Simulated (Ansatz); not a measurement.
# IClF: relaxing the atoms in a fixed cell

Wanted: the geometry at rest of IClF (a borrowed structure type, volume estimated), relaxing the atoms in a fixed cell, and its electronic structure there.

Method: DFT, PBEsol, no spin polarisation, plane waves, PAW, in Ansatz 0.2.0.

### 1 The cell

Symmetry: P4/nmm, No. 129, tetragonal system. The conventional cell has a = 4.401 Å, b = 4.401 Å, c = 7.750 Å, α = 90.00°, β = 90.00°, γ = 90.00°. I (site symmetry 4mm) has 4 F at 2.69 Å as nearest neighbours. Around F (site symmetry -4m2) lie 4 I at 2.69 Å. Around Cl (site symmetry 4mm) lie 5 I at 3.32 to 3.49 Å and 4 F at 3.49 Å.

The coordinates stand in the input below.

It starts from an earlier solution of the starting cell (checkpoint.read).

### 2 Relaxing

File input.yaml:

```yaml
crystal:
  lattice:
    - [4.401315, 0.0, 0.0]
    - [0.0, 4.401315, 0.0]
    - [0.0, 0.0, 7.750002]
  atoms:
    - { symbol: I, position: [0.0, 0.5, 0.2] }
    - { symbol: I, position: [0.5, 0.0, 0.8] }
    - { symbol: F, position: [0.0, 0.0, 0.0] }
    - { symbol: F, position: [0.5, 0.5, 0.0] }
    - { symbol: Cl, position: [0.0, 0.5, 0.65] }
    - { symbol: Cl, position: [0.5, 0.0, 0.35] }
  symmetry: { tolerance: 0.0003 }
kpoints:
  mp_grid: { grid: [8, 8, 5], shift: [0, 0, 0] }
magnetization:
  spin_polarized: false
scf:
  occupations: { method: fermi_dirac, width: 0.0237 }
  lower_state_search: "off"
hamiltonian:
  pseudopotentials: { kind: paw }
  xc: pbesol
basis:
  ecutwfc: 420
  fft_grid_basis: typed
relax:
  max_steps: 80
output:
  forces: true
  stress: true
  eigenvalues: true
  bader: true
  populations: true
  elf: true
  write_potential: true
  volumetric_format: npy
  dos:
    e_range: [-12, 8]
    de: 0.05
    projected: { site_lists: { Cl: [Cl], F: [F], I: [I] } }
  write_density: true
checkpoint:
  read: saved_state
```

Run with:

```
> ansatz run input.yaml --threads 2 --pin off --max-ram 3584MiB --backend cpu --events-out ev --progress --plain --runs-dir out
```

**Question.** What will these runs give? Wanted: moves; energy gained; largest move; pressure left in the fixed cell; character; Bader charges.

As calculated:

| quantity | value |
| --- | --- |
| moves | 5 |
| energy gained | 64.9 meV/atom |
| largest move | 0.51 Å (Cl) |
| space group (0.01 Å), before / after | P4/nmm / P4/nmm |
| pressure left in the fixed cell | -5.2 GPa |
| character | metal |
| density of states, mean within 0.25 eV of the Fermi level | 7.6 per eV per cell |
| Bader charges | I +0.87, F -0.57, Cl -0.30 e |

In the fixed cell the largest move of an atom is 0.51 Å; the energy fell by 64.9 meV per atom. The fixed cell still holds a mean pressure of -5.2 GPa, so it would shrink if let free. With 16 symmetry operations imposed, the end may be a saddle point towards distortions that break them. Bands cross the Fermi level: a metal; within 0.25 eV of the Fermi level the density of states averages 7.6 per eV per cell, mostly I p (62 %), F p (19 %) and Cl p (18 %). I loses most charge (+0.87 e on average) and F gains most (-0.57 e).

Keep in mind: many states at the Fermi level without spin polarisation, so a magnetic state may lie lower; the SCF threshold is loose for a stress.
